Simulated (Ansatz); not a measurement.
**GaGeH7Si: one species, many methods**

Aim: compute GaGeH7Si with functionals from several rungs and with coupled cluster. The yardstick is the atomisation energy at the CCSD(T) limit.

Program: Ansatz 0.2.0, Gaussian basis. Level of theory: functionals in def2-TZVPP, the program's frozen cores in correlated methods. These are calculated values, not measurements.

Plan: LDA (SPW92), PBE-D4, revPBE-D4, BLYP-D4, r2SCAN-D4, B97M-V, PBE0-D4, B3LYP-D4, r2SCANh-D4, r2SCAN0-D4, HSE06-D4, BHLYP-D4, CAM-B3LYP-D4, LC-ωPBE, ωB97X-V, ωB97M-V, B2PLYP, PBE-QIDH; CCSD(T)/def2-SVP; CCSD(T)/def2-TZVPP; MP2/def2-QZVPP; extrapolation to the limit; RPA on PBE.

### Step 1. Structure used throughout

The geometry comes from an earlier relaxation with PBE0-D4 in a triple-zeta def2 set; it is a stationary point, not always the lowest conformer.

10 atoms, charge 0, spin multiplicity 1.

Atoms are counted from 1 here; the program's logs count them from 0.

Bond lengths: Si1–Ge2 2.384 Å, Si1–H4 1.487 Å, Si1–H5 1.488 Å, Si1–H6 1.488 Å, Ge2–Ga3 2.438 Å, Ge2–H7 1.542 Å, Ge2–H8 1.542 Å, Ga3–H9 1.572 Å, Ga3–H10 1.571 Å. Angles: Ge2–Si1–H4 111.4°, Ge2–Si1–H5 109.9°, Ge2–Si1–H6 109.8°, H4–Si1–H5 108.7°, H4–Si1–H6 108.7°, H5–Si1–H6 108.2°, Si1–Ge2–Ga3 110.3°, Si1–Ge2–H7 107.6°, Si1–Ge2–H8 107.5°, Ga3–Ge2–H7 112.0°, Ga3–Ge2–H8 111.9°, H7–Ge2–H8 107.3°, Ge2–Ga3–H9 120.2°, Ge2–Ga3–H10 120.3°, H9–Ga3–H10 119.5°.

### Step 2. LDA

This LDA is Slater exchange with PW92 correlation.

Input file in.yaml:

```yaml
crystal:
  periodic: [false, false, false]
  atoms:
    - {symbol: Si, position_ang: [-1.404444, 0.834167, -0.770443]}
    - {symbol: Ge, position_ang: [0.070087, -0.957793, -0.224600]}
    - {symbol: Ga, position_ang: [1.834712, -0.178917, 1.266651]}
    - {symbol: H, position_ang: [-2.487889, 0.387060, -1.685609]}
    - {symbol: H, position_ang: [-0.645233, 1.930797, -1.429822]}
    - {symbol: H, position_ang: [-2.021260, 1.375544, 0.470637]}
    - {symbol: H, position_ang: [0.636426, -1.514439, -1.546609]}
    - {symbol: H, position_ang: [-0.775118, -2.075909, 0.418788]}
    - {symbol: H, position_ang: [1.626040, -0.211023, 2.823941]}
    - {symbol: H, position_ang: [3.166690, 0.410511, 0.677055]}
basis:
  gaussian: {orbitals: def2-TZVPP}
hamiltonian: {xc: lda}
output: {orbitals: {seedname: orbitals}}
```

Launch:

```console
ansatz run in.yaml --threads 2 --pin off --events-out ev --progress --plain --max-ram 31744MiB --backend cpu
```

The runs that follow: PBE-D4 (GGA); revPBE-D4 (GGA); BLYP-D4 (GGA); r2SCAN-D4 (meta-GGA); B97M-V (meta-GGA); B3LYP-D4 (hybrid); r2SCANh-D4 (hybrid); r2SCAN0-D4 (hybrid); HSE06-D4 (hybrid); BHLYP-D4 (hybrid); CAM-B3LYP-D4 (range-separated); LC-ωPBE (range-separated); ωB97X-V (range-separated); ωB97M-V (range-separated); B2PLYP (double hybrid); PBE-QIDH (double hybrid); CCSD(T) in def2-SVP; CCSD(T) in def2-TZVPP; MP2 in def2-QZVPP; RPA on PBE orbitals.

Before running them: what should the planned runs give, taken together? Wanted: atomisation energy, CCSD(T)/CBS; farthest beyond LDA; mean size of error, GGA; mean size of error, meta-GGA; mean size of error, hybrid; mean size of error, range-separated; mean size of error, double hybrid; gap, smallest and largest; T1 diagnostic.

The runs gave:

| quantity | value |
| --- | --- |
| atomisation energy, CCSD(T)/CBS | 2557.7 kJ/mol |
| functionals within 25.6 kJ/mol (1.0 %) | r2SCAN-D4, B97M-V, r2SCANh-D4, r2SCAN0-D4, CAM-B3LYP-D4, ωB97X-V |
| farthest beyond LDA | revPBE-D4 (-104.5 kJ/mol) |
| mean size of error, GGA | 84.2 kJ/mol |
| mean size of error, meta-GGA | 13.8 kJ/mol |
| mean size of error, hybrid | 38.2 kJ/mol |
| mean size of error, range-separated | 28.7 kJ/mol |
| mean size of error, double hybrid | 53.1 kJ/mol |
| gap, smallest and largest | 3.35 eV (LDA (SPW92)), 9.76 eV (LC-ωPBE) |
| T1 diagnostic | 0.0128 |
| triples share of the correlation energy | 3.5 % |

In words: LDA overbinds by 249.7 kJ/mol (10 %). PBE-D4 is off by -68.8 kJ/mol. Double hybrids carry the basis error of their MP2 part in triple zeta, and no dispersion term here, so their miss is partly the set-up's. Taken by rung, meta-GGA functionals do best (13.8 kJ/mol on average) and GGA ones worst beyond LDA (84.2 kJ/mol). The reference freezes the cores and leaves out relativity and excitations past (T), and its outer-core shells are covered unevenly, so misses under about 25.6 kJ/mol can't be ranked. Hartree-Fock recovers 75 % of the binding; the rest is correlation. CCSD(T) in def2-SVP is off by -169.3 kJ/mol, worse than the median functional, from the basis alone. The gap grows from 3.3 to 9.8 eV across the functionals, mostly with the share of exact exchange. Correlated methods include outer-core shells of Ga, Ge, which these sets cover unevenly.
